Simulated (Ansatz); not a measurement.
Working through an equation of state with a fit of TiH, space group Fm-3m

Computed with the Ansatz DFT code, driven from Python.

The cells in order, each with its output:

**Cell 1**
```python
import ansatz as az
import numpy as np
from scipy.optimize import curve_fit

vectors0 = np.array([
    [0.0, 2.089697, 2.089697],
    [2.089697, 0.0, 2.089697],
    [2.089697, 2.089697, 0.0],
])
sites = [
    ('Ti', (0.0, 0.0, 0.0)),
    ('H', (0.5, 0.5, 0.5)),
]


def build(cell):
    crystal = az.Crystal(lattice=az.Lattice.of(cell))
    for symbol, position in sites:
        crystal = crystal.atom(symbol, position)
    return crystal
```

**Cell 2**
```python
def vinet(v, e0, v0, b0, b1):
    eta = (v / v0) ** (1 / 3)
    return e0 + 2 * b0 * v0 / (b1 - 1) ** 2 * (2 - (5 + 3 * b1 * (eta - 1) - 3 * eta) * np.exp(-1.5 * (b1 - 1) * (eta - 1)))
```

**Cell 3**
```python
volumes, energies = [], []
for scale in np.linspace(0.9, 1.1, 9):
    cell = vectors0 * scale ** (1 / 3)
    setup = build(cell).calculation()
    setup = setup.functional('PBEsol').occupations(az.OccupationsMethod.GAUSSIAN, width=0.1)
    setup = setup.scf(tolerance=1e-10)
    setup = setup.basis(500)
    setup = setup.kpoints(12, 12, 12)
    report = setup.run(threads=1).report
    volumes.append(abs(np.linalg.det(cell)) / len(sites))
    energies.append(report['free_energy_ev'] / len(sites))
    print(f'V = {volumes[-1]:8.4f} A^3/atom  F = {energies[-1]:.5f} eV/atom')
```
Output:
```text
V =   8.2128 A^3/atom  F = -1245.14496 eV/atom
V =   8.4410 A^3/atom  F = -1245.16117 eV/atom
V =   8.6691 A^3/atom  F = -1245.17033 eV/atom
V =   8.8972 A^3/atom  F = -1245.17324 eV/atom
V =   9.1254 A^3/atom  F = -1245.17063 eV/atom
V =   9.3535 A^3/atom  F = -1245.16312 eV/atom
V =   9.5816 A^3/atom  F = -1245.15128 eV/atom
V =   9.8098 A^3/atom  F = -1245.13560 eV/atom
V =  10.0379 A^3/atom  F = -1245.11652 eV/atom
```

**Cell 4**
```python
guess = (min(energies), volumes[int(np.argmin(energies))], 0.5, 4.5)
(e0, v0, b0, b1), _ = curve_fit(vinet, np.array(volumes), np.array(energies), p0=guess, maxfev=20000)
print(f'Vinet fit: V0 = {v0:.4f} A^3/atom, B0 = {160.21766 * b0:.1f} GPa, B1 = {b1:.2f}')
print('largest residual', round(1000 * float(np.abs(vinet(np.array(volumes), e0, v0, b0, b1) - energies).max()), 3), 'meV/atom')
```
Output:
```text
Vinet fit: V0 = 8.8989 A^3/atom, B0 = 151.1 GPa, B1 = 3.73
largest residual 0.002 meV/atom
```

A third-order Birch-Murnaghan fit through the 9 points (the script's own form differs a little) has its minimum at 8.90 Å³ an atom, 2.5 % below the typed cell, with a bulk modulus of 151 GPa and dB/dP = 3.8. From that minimum the energy rises by 28.3 meV an atom on the compressed side and 56.7 meV on the expanded side.

Total energies depend on the potentials; only differences at equal settings carry meaning. For a metal this k-point mesh is coarse: on a finer one energies can move by several to tens of meV an atom and pressures by half a GPa or more, differences at one mesh by less. This cell is a computed structure, which may not be the phase found in nature. Hardware and time: 11 s on 1 thread of Arm Neoverse V1 (shared host), peak memory 0.4 GiB.
